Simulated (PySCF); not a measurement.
**SiHSF2 (SMILES F[SiH](F)[S]): a first try and a second**

Aim: a single-point energy of SiHSF2 at UOPBE-D3(BJ)/Sapporo-DZP (sfX2C, density fitting with cc-pvdz-jkfit).

Program for the calculation: PySCF 2.14.0.

1 further run of the same task is left out (it didn't finish).

**1. The molecule**

SiHSF2 has 5 atoms, charge 0, and is taken as a doublet. As SMILES, `F[SiH](F)[S]`. Geometry: relaxed at PBE0-D4/def2-TZVP.

Bond lengths: F1–Si2 1.583 Å, Si2–F3 1.583 Å, Si2–S4 2.103 Å, Si2–H5 1.474 Å. Angles: F1–Si2–F3 105.5°, F1–Si2–S4 111.8°, F3–Si2–S4 111.9°, F1–Si2–H5 110.0°, F3–Si2–H5 110.0°, S4–Si2–H5 107.6°.

**2. Try one**

The input, mol.xyz:

```xyz
5

F     -0.294700    -0.440200     1.515400
Si     0.087400     0.010000     0.046800
F      0.080600     1.592500     0.075600
S     -1.256200    -0.752800    -1.380300
H      1.432800    -0.483300    -0.298900
```

The input, calc.py:

```python
import pyscf.grad
from pyscf import gto, dft
from pyscf.pbc.tools.pyscf_ase import PySCF, ase_atoms_to_pyscf
from ase.io import read

atoms = read('mol.xyz')

mol = gto.Mole()
mol.atom = ase_atoms_to_pyscf(atoms)
mol.max_memory = 1860
mol.verbose = 4
mol.basis = 'sapporo-pdzps'
mol.spin = 1
mol.charge = 0
mol.build()

calc0 = dft.UKS(mol)
calc0.xc = 'opbe'
calc0 = calc0.x2c()
calc0 = calc0.density_fit(auxbasis='cc-pvdz-jkfit')
calc0.max_cycle = 100
calc0.disp = 'd3bj'
atoms.calc = PySCF(method=calc0)

e_ev = atoms.get_potential_energy()
print('energy %.6f eV' % e_ev)
```

Launch:

```sh
$ OMP_NUM_THREADS=1 python calc.py
```

Standard output:

```text
pyscf.lib.exceptions.BasisNotFoundError: sapporo-pdzps
```

It took 0.76 s on 1 thread of Arm Neoverse V1, shared host; peak memory 0.12 GiB.

**3. What went wrong**

The program refused the input.

The telling line is `pyscf.lib.exceptions.BasisNotFoundError: sapporo-pdzps`. What is wrong: the input text is malformed or holds a word that the program doesn't know.

**4. Second attempt**

The input, start.xyz:

```xyz
5

F     -0.294700    -0.440200     1.515400
Si     0.087400     0.010000     0.046800
F      0.080600     1.592500     0.075600
S     -1.256200    -0.752800    -1.380300
H      1.432800    -0.483300    -0.298900
```

The input, run.py:

```python
import pyscf.grad
from pyscf import gto, dft
from pyscf.pbc.tools.pyscf_ase import PySCF, ase_atoms_to_pyscf
from ase.io import read

atoms = read('start.xyz')

molecule = gto.M(
    atom=ase_atoms_to_pyscf(atoms),
    verbose=4,
    spin=1,
    max_memory=1860,
    basis='sapporo-dzp',
)

calc0 = dft.UKS(molecule)
calc0.xc = 'opbe'
calc0 = calc0.sfx2c1e()
calc0 = calc0.density_fit(auxbasis='cc-pvdz-jkfit')
calc0.disp = 'd3bj'
calc0.max_cycle = 100
atoms.calc = PySCF(method=calc0)

e_ev = atoms.get_potential_energy()
print('energy %.6f eV' % e_ev)
```

Launch:

```sh
$ OMP_NUM_THREADS=1 python run.py
```

Standard output:

```text
PySCF version 2.14.0

[INPUT] num. atoms = 5
[INPUT] num. electrons = 49
[INPUT] charge = 0
[INPUT] spin (= nelec alpha-beta = 2S) = 1
[INPUT] symmetry False subgroup None
[INPUT] Mole.unit = angstrom
[INPUT] Symbol           X                Y                Z      unit          X                Y                Z       unit  Magmom
[INPUT]  1 F     -0.294700000000  -0.440200000000   1.515400000000 AA   -0.556902288909  -0.831857440034   2.863690969166 Bohr   0.0
[INPUT]  2 Si     0.087400000000   0.010000000000   0.046800000000 AA    0.165162063287   0.018897261246   0.088439182630 Bohr   0.0
[INPUT]  3 F      0.080600000000   1.592500000000   0.075600000000 AA    0.152311925640   3.009388853370   0.142863295017 Bohr   0.0
[INPUT]  4 S     -1.256200000000  -0.752800000000  -1.380300000000 AA   -2.373873957679  -1.422585826573  -2.608388969737 Bohr   0.0
[INPUT]  5 H      1.432800000000  -0.483300000000  -0.298900000000 AA    2.707599591277  -0.913304636002  -0.564839138632 Bohr   0.0

[... 55 lines left out ...]
WARN: HOMO -0.294527021895854 >= LUMO -0.294527021895855
[... 50 lines left out ...]
converged SCF energy = -889.519233917128  <S^2> = 0.75384433  2S+1 = 2.0038406
energy -24205.051246 eV
```

It took 11 s on 1 thread of Arm Neoverse V1, shared host; peak memory 0.34 GiB.

**5. What came out**

Level: UOPBE-D3(BJ)/Sapporo-DZP (sfX2C, density fitting with cc-pvdz-jkfit).

| quantity | value |
| --- | --- |
| total energy | -889.51923 Eh |
| dipole moment | 1.08 D |
| HOMO energy (highest over α and β) | -6.81 eV |
| LUMO energy (lowest over α and β) | -6.30 eV |
| dispersion energy | -42.68 kJ/mol |
| ⟨S²⟩ | 0.754 |

In words: Mulliken charges run from -0.24 on F1 to +0.44 on Si2.
